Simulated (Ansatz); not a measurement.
# InH2− (singlet): the correlation ladder at distance In1–H3 = 2.119 Å, def2-SVPD

An exercise on one series of results from a longer session: the logs are not shown, and one member is left open.

Computed with Ansatz 0.2.0, Gaussian basis. Level: def2-SVPD, core rule «outside noble gas», up to 9 orbitals frozen.

To be run: UHF; CCSD(T) on RHF; CCSD(T) on UHF; BCCD(T) on RHF; CISD; CCSDT(Q) on RHF; CCSDT(Q) on UHF; CCSDTQ on RHF; CCSDTQ on UHF; CASSCF and MRCISD+Q, 2 electrons in 2 orbitals; CASSCF and NEVPT2, 2 electrons in 2 orbitals; CASSCF and MRCISD+Q, 6 electrons in 6 orbitals; CASSCF and NEVPT2, 6 electrons in 6 orbitals; Full CI.

## The system

The geometry derives from a PBE0/def2-TZVPD stationary point (not a proven minimum). One bond is set to the value named and the two fragments are kept rigid. No spin-orbit coupling is included. Elements past krypton take def2 core potentials.

3 atoms, charge -1, spin multiplicity 1.

Atoms are counted from 1 here; the program's logs count them from 0.

Bond lengths: In1–H2 1.886 Å, In1–H3 2.119 Å. Angles: H2–In1–H3 92.7°.

Set-up of the first run:

The input, in.yaml:

```yaml
crystal:
  periodic: [false, false, false]
  atoms:
    - {symbol: In, position_ang: [0.000000, -0.023850, -0.001453]}
    - {symbol: H, position_ang: [0.000000, 1.278070, -1.366249]}
    - {symbol: H, position_ang: [0.000000, 1.438771, 1.531811]}
basis:
  gaussian: {orbitals: def2-SVPD}
total_charge: -1
magnetization: {spin_polarized: true, initial_magnetization: 0}
hamiltonian: {xc: hf}
output: {orbitals: {seedname: orbitals}}
```

Started as:

```
> ansatz run in.yaml --threads 1 --pin off --events-out ev --progress --plain --max-ram 4096MiB --backend cpu
```

Steps of the session up to this table: UHF; CCSD(T) on RHF; CCSD(T) on UHF; BCCD(T) on RHF; CISD; CCSDT(Q) on RHF; CCSDT(Q) on UHF; CCSDTQ on RHF; CCSDTQ on UHF; CASSCF and MRCISD+Q, 2 electrons in 2 orbitals; CASSCF and NEVPT2, 2 electrons in 2 orbitals; CASSCF and MRCISD+Q, 6 electrons in 6 orbitals; CASSCF and NEVPT2, 6 electrons in 6 orbitals; Full CI.

One of the session's tables, all rows but one given; the rest of the session is left out.

It belongs to the step «Misses and costs». 

```
          method  from FCI (meV)
             RHF         +2878.6
             UHF         +2854.8
            RMP2          +792.9
           RCCSD           +82.5
        RCCSD(T)           +21.5
         BCCD(T)           +21.3
          RCCSDT            +3.2
       RCCSDT(Q)            +0.7
         RCCSDTQ             0.0
     CASSCF pair         +2411.1
     NEVPT2 pair          +738.2
     MRCISD pair               ?
   MRCISD+Q pair           -35.0
  CASSCF valence         +1611.6
  NEVPT2 valence          +592.5
  MRCISD valence           +75.9
MRCISD+Q valence            -2.7
             FCI               0
```

Estimate the missing values for MRCISD pair.

As computed: from FCI (meV): +158.6. In the column «from FCI (meV)» it lies between RCCSD (+82.5) and NEVPT2 valence (+592.5).

Caveats from the session: MRCISD+Q pair, MRCISD+Q valence fall below full CI: the +Q correction isn't variational, and the cores differ from full CI's.
